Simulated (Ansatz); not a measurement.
# CH₃SSbSe, SMILES [Se]=C[S][SbH2]: a rigid scan of one bond length

With the Python package of Ansatz (0.2.0).

The cells in order, each with its output:

**Cell 1**
```python
import warnings

import ansatz as az
from ase import Atoms
import numpy as np
```

**Cell 2**
```python
warnings.simplefilter("ignore", az.DeckWarning)
```

**Cell 3**
```python
atoms = Atoms(["Se", "C", "S", "Sb", "H", "H", "H"], positions=[
    (0.0309, 0.9494, -2.6068),
    (-0.7876, 0.6231, -0.5496),
    (-1.2027, 0.7007, 1.1831),
    (0.8666, -0.6344, 1.8037),
    (-1.1745, -0.1881, -1.1751),
    (0.4567, -1.8119, 0.545),
    (1.8718, 0.2932, 0.7541),
])
geometry = az.Crystal.molecule_from_ase(atoms)
```

**Cell 4**
```python
symbols = [site.symbol for site in geometry.cartesian_sites]
start = np.array([site.position_ang for site in geometry.cartesian_sites])
axis = (start[1] - start[2]) / np.linalg.norm(start[1] - start[2])
moving = [0, 1, 4]
lengths, energies = [1.569, 1.641, 1.712, 1.783, 1.855, 1.926, 1.997, 2.104], []
for length in lengths:
    xyz = start.copy()
    xyz[moving] += (length - np.linalg.norm(start[1] - start[2])) * axis
    point = az.Crystal.molecule()
    for symbol, place in zip(symbols, xyz):
        point = point.atom(symbol, place.tolist())
    base = point.calculation().basis(gaussian="def2-SVP").functional("r2scan0")
    report = base.run(threads=1).report
    energies.append(report["free_energy_ev"])
    print(f"r = {length:6.3f} A  E = {energies[-1]:.5f} eV  <S^2> = {abs(report['mean_field']['state']['spin_squared']):.3f}")

# quartic fit about the minimum
fit = np.polynomial.Polynomial.fit(lengths, np.array(energies) - min(energies), 4).convert()
roots = [r.real for r in fit.deriv().roots() if abs(r.imag) < 1e-9 and fit.deriv(2)(r.real) > 0]
r_e = min(roots, key=lambda r: abs(r - lengths[int(np.argmin(energies))]))
print(f"minimum of the fit at {r_e:.4f} A, force constant {fit.deriv(2)(r_e):.2f} eV/A^2")
```
Output:
```text
r =  1.569 A  E = -83791.34288 eV  <S^2> = 0.000
r =  1.641 A  E = -83791.56893 eV  <S^2> = 0.000
r =  1.712 A  E = -83791.60460 eV  <S^2> = 0.000
r =  1.783 A  E = -83791.51363 eV  <S^2> = 0.000
r =  1.855 A  E = -83791.33558 eV  <S^2> = 0.000
r =  1.926 A  E = -83791.10647 eV  <S^2> = 0.000
r =  1.997 A  E = -83790.84654 eV  <S^2> = 0.000
r =  2.104 A  E = -83790.43096 eV  <S^2> = 0.000
minimum of the fit at 1.6937 A, force constant 27.92 eV/A^2
```

Total energies depend on the basis set; only differences at equal settings carry meaning. The rest of the molecule is held rigid at a force-field or estimated start geometry, and the basis set is modest; single-reference methods fail as a bond breaks. def2 sets replace the cores of elements past krypton by effective core potentials. The orbitals are restricted, so S² is zero by construction. Finished in 80 s on 1 thread of Arm Neoverse V1, with other jobs on the host, peak memory 0.34 GiB.
